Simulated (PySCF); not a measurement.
# C2H10N4W (W(NMe)2(NH2)2): the cost of one run

Computed with PySCF 2.14.0 and routines of our own; the level stands in each step. Atoms count from 0.

### 1 The starting structure

17 atoms, charge 0, multiplicity 1; geometry from: GFN2-xTB.

### 2 Geometry optimisation at PBE0-D3(BJ)/def2-SVP

The job: settings as JSON, then the geometry in Å.

```
{"job": {"xc": "PBE0", "basis": "def2-SVP", "d3": "d3bj", "grid": 1, "maxiter": 30, "shake": 0.03, "kind": "geom"}, "charge": 0, "multiplicity": 1}
W     -0.518200    -0.071620    -0.395450
N     -0.686470     0.006200     1.374080
C     -0.426660     0.019350     2.741040
H      0.429290     0.848630     3.002890
H     -1.281230     0.141520     3.341270
H      0.090350    -0.906750     3.062730
N      1.102570    -0.028080    -1.095230
C      2.527380    -0.027470    -1.294640
H      2.737000    -0.124100    -2.284350
H      2.931970     0.874210    -0.872900
H      2.907710    -0.898300    -0.715700
N     -1.443890     1.701970    -1.037250
H     -1.264080     2.272740    -1.905870
H     -2.184130     2.269540    -0.508940
N     -1.519290    -1.707060    -1.030490
H     -2.194000    -2.167180    -0.470970
H     -1.236860    -2.204190    -1.849970
```

Run with:

```console
$ OMP_NUM_THREADS=1 python heavy_run.py task.json out
```

One launch serves the whole session: the jobs run in the order shown.

Q: Estimate the wall time and peak memory of this first job on 1 thread of Arm Neoverse V1, shared host.

About 2.4 min, with a peak of 0.67 GiB.
